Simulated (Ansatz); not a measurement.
**AlBrF2: up Jacob's ladder to CCSD(T)**

An exercise on one series of results from a longer session: the logs are not shown, and one member is left open.

Computed with Ansatz 0.2.0, Gaussian basis. Level: functionals in def2-TZVPP, the program's frozen cores in correlated methods.

Plan: LDA (SPW92), PBE-D4, revPBE-D4, BLYP-D4, r2SCAN-D4, B97M-V, PBE0-D4, B3LYP-D4, r2SCANh-D4, r2SCAN0-D4, HSE06-D4, BHLYP-D4, CAM-B3LYP-D4, LC-ωPBE, ωB97X-V, ωB97M-V, B2PLYP, PBE-QIDH; CCSD(T)/def2-SVP; CCSD(T)/def2-TZVPP; MP2/def2-QZVPP; extrapolation to the limit; RPA on PBE.

## The geometry

All runs share one geometry, relaxed beforehand with PBE0-D4 in a triple-zeta def2 set.

SMILES `[F][Al]([F])[Br]`, 4 atoms, charge 0, spin multiplicity 1.

Atoms are counted from 1 here; the program's logs count them from 0.

Bond lengths: F1–Al2 1.631 Å, Al2–F3 1.631 Å, Al2–Br4 2.216 Å. Angles: F1–Al2–F3 118.9°, F1–Al2–Br4 120.6°, F3–Al2–Br4 120.6°.

Set-up of the first run:

Contents of in.yaml:

```yaml
crystal:
  periodic: [false, false, false]
  atoms:
    - {symbol: F, position_ang: [1.105723, 0.605511, 1.150355]}
    - {symbol: Al, position_ang: [0.107871, -0.091370, 0.063947]}
    - {symbol: F, position_ang: [0.228304, -1.696755, -0.200382]}
    - {symbol: Br, position_ang: [-1.386298, 1.122314, -1.034121]}
basis:
  gaussian: {orbitals: def2-TZVPP}
hamiltonian: {xc: lda}
output: {orbitals: {seedname: orbitals}}
```

Steps of the session up to this table: LDA; PBE-D4 (GGA); revPBE-D4 (GGA); BLYP-D4 (GGA); r2SCAN-D4 (meta-GGA); B97M-V (meta-GGA); PBE0-D4 (hybrid); B3LYP-D4 (hybrid); r2SCANh-D4 (hybrid); r2SCAN0-D4 (hybrid); HSE06-D4 (hybrid); BHLYP-D4 (hybrid); CAM-B3LYP-D4 (range-separated); LC-ωPBE-D4 (range-separated; the results give it without D4); ωB97X-V (range-separated); ωB97M-V (range-separated); B2PLYP (double hybrid); PBE-QIDH (double hybrid).

One table of the session follows, with a row left open; its other results are not shown here.

It belongs to the step «Frontier levels by functional». 

```
  functional  HOMO (eV)  LUMO (eV)  gap (eV)
 LDA (SPW92)      -8.09      -2.66      5.44
      PBE-D4      -7.91      -2.34      5.57
   revPBE-D4      -7.84      -2.17      5.67
     BLYP-D4      -7.72      -2.31      5.41
   r2SCAN-D4      -8.25      -1.86      6.39
      B97M-V      -8.29      -2.09      6.20
     PBE0-D4      -9.25      -1.47      7.78
    B3LYP-D4      -8.96      -1.80      7.16
  r2SCANh-D4      -8.74      -1.59      7.15
  r2SCAN0-D4          ?          ?         ?
    HSE06-D4      -8.85      -1.84      7.00
    BHLYP-D4     -10.40      -0.73      9.67
CAM-B3LYP-D4     -10.58      -0.61      9.97
     LC-ωPBE     -12.00       0.74     12.74
     ωB97X-V     -11.62       0.54     12.16
     ωB97M-V     -11.48       0.21     11.69
```

**Question.** Estimate the row for r2SCAN0-D4.

Worked estimate for «HOMO (eV)». Against the share of exact exchange, r2SCAN-D4 (0, -8.25), r2SCANh-D4 (0.1, -8.74) give a slope of -4.90 per unit share; at 0.25 the line stands at -9.47.

The run gave: HOMO (eV): -9.48; LUMO (eV): -1.19; gap (eV): 8.28. In «HOMO (eV)» the line misses by +0.01.
